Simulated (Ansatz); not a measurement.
# C2H8SSi: how energies converge with the basis set

How large a basis does C2H8SSi need? Two functionals and correlated methods are run in growing sets.

Computed with Ansatz 0.2.0, Gaussian basis. Level: one geometry, several basis sets.

Levels to be run: PBE0-D4/def2-SVP; ωB97M-V/def2-SVP; PBE0-D4/def2-QZVPP; ωB97M-V/def2-QZVPP; CCSD(T)/cc-pV(D+d)Z; CCSD(T)/cc-pV(T+d)Z; CCSD(T)/cc-pV(Q+d)Z; the functionals' def2-TZVPP values are taken from earlier runs.

### Step 1. The relaxed structure

All runs share one geometry, relaxed beforehand with PBE0-D4/def2-TZVP.

SMILES `CCS[SiH3]`, 12 atoms, charge 0, spin multiplicity 1.

Atoms are counted from 1 here; the program's logs count them from 0.

Bond lengths: C1–C2 1.515 Å, C1–H5 1.092 Å, C1–H6 1.093 Å, C1–H7 1.092 Å, C2–S3 1.827 Å, C2–H8 1.092 Å, C2–H9 1.092 Å, S3–Si4 2.123 Å, Si4–H10 1.483 Å, Si4–H11 1.488 Å, Si4–H12 1.488 Å. Angles: C2–C1–H5 111.1°, C2–C1–H6 110.1°, C2–C1–H7 111.1°, H5–C1–H6 108.2°, H5–C1–H7 108.1°, H6–C1–H7 108.2°, C1–C2–S3 109.6°, C1–C2–H8 110.7°, C1–C2–H9 110.7°, S3–C2–H8 108.7°, S3–C2–H9 108.7°, H8–C2–H9 108.3°, C2–S3–Si4 99.3°, S3–Si4–H10 106.5°, S3–Si4–H11 111.2°, S3–Si4–H12 111.2°, H10–Si4–H11 110.0°, H10–Si4–H12 110.0° and more.

As a file:

```
C    -0.25477    1.97343    0.68779
C    -0.23959    0.47151    0.49063
S     0.61663    0.06681   -1.07230
Si    0.45238   -2.04920   -1.01518
H     0.76000    2.37305    0.73862
H    -0.76768    2.22480    1.61944
H    -0.77474    2.47164   -0.13287
H    -1.25700    0.07720    0.44463
H     0.28199   -0.02138    1.31386
H     1.10842   -2.55597   -2.24511
H     1.12395   -2.60989    0.18879
H    -0.97269   -2.47700   -0.98431
```

### Step 2. PBE0-D4 in def2-SVP

Input file in.yaml:

```yaml
crystal:
  periodic: [false, false, false]
  atoms:
    - {symbol: C, position_ang: [-0.254772, 1.973428, 0.687789]}
    - {symbol: C, position_ang: [-0.239589, 0.471506, 0.490628]}
    - {symbol: S, position_ang: [0.616632, 0.066815, -1.072300]}
    - {symbol: Si, position_ang: [0.452376, -2.049204, -1.015178]}
    - {symbol: H, position_ang: [0.760003, 2.373048, 0.738621]}
    - {symbol: H, position_ang: [-0.767682, 2.224802, 1.619443]}
    - {symbol: H, position_ang: [-0.774738, 2.471639, -0.132874]}
    - {symbol: H, position_ang: [-1.257000, 0.077196, 0.444626]}
    - {symbol: H, position_ang: [0.281994, -0.021376, 1.313862]}
    - {symbol: H, position_ang: [1.108418, -2.555968, -2.245107]}
    - {symbol: H, position_ang: [1.123952, -2.609888, 0.188794]}
    - {symbol: H, position_ang: [-0.972693, -2.476997, -0.984306]}
basis:
  gaussian: {orbitals: def2-SVP}
hamiltonian: {xc: pbe0, dispersion: d4}
output: {orbitals: {seedname: orbitals}}
```

Started as:

```bash
$ ansatz run in.yaml --threads 2 --pin off --events-out ev --progress --plain --max-ram 32768MiB --backend cpu
```

The runs that follow: ωB97M-V in def2-SVP; PBE0-D4 in def2-QZVPP; ωB97M-V in def2-QZVPP; CCSD(T) in cc-pV(D+d)Z; CCSD(T) in cc-pV(T+d)Z; CCSD(T) in cc-pV(Q+d)Z.

Before running them: what should the planned runs give, taken together? Wanted: MP2 correlation recovered, cc-pV(D+d)Z; MP2 correlation recovered, cc-pV(T+d)Z; MP2 correlation recovered, cc-pV(Q+d)Z; difference of two CCSD(T) limits: def2 sets; PBE0-D4: double and triple zeta above quadruple; ωB97M-V: double and triple zeta above quadruple.

As calculated:

| quantity | value |
| --- | --- |
| MP2 correlation recovered, cc-pV(D+d)Z | 71.5 % |
| MP2 correlation recovered, cc-pV(T+d)Z | 89.1 % |
| MP2 correlation recovered, cc-pV(Q+d)Z | 95.5 % |
| difference of two CCSD(T) limits: def2 sets (earlier runs) less this series | -84 meV |
| PBE0-D4: double and triple zeta above quadruple | 9.70, 0.73 eV |
| ωB97M-V: double and triple zeta above quadruple | 9.85, 0.69 eV |

In words: PBE0-D4 gains 8.97 eV from double to triple zeta, then 0.73 eV more. Correlation climbs from 71 % (cc-pV(D+d)Z) to 95 % (cc-pV(Q+d)Z) of the limit; Hartree-Fock is 0.100 eV from its own by then. A limit from the def2 sets, made apart, differs by 84 meV, a least measure of the doubt on such a limit. Total energies overstate the basis error of differences, where much of it tends to cancel. The LUMO of ωB97M-V is positive and keeps falling with the basis (2.55 to 1.52 eV): an unbound level that the basis holds in place.
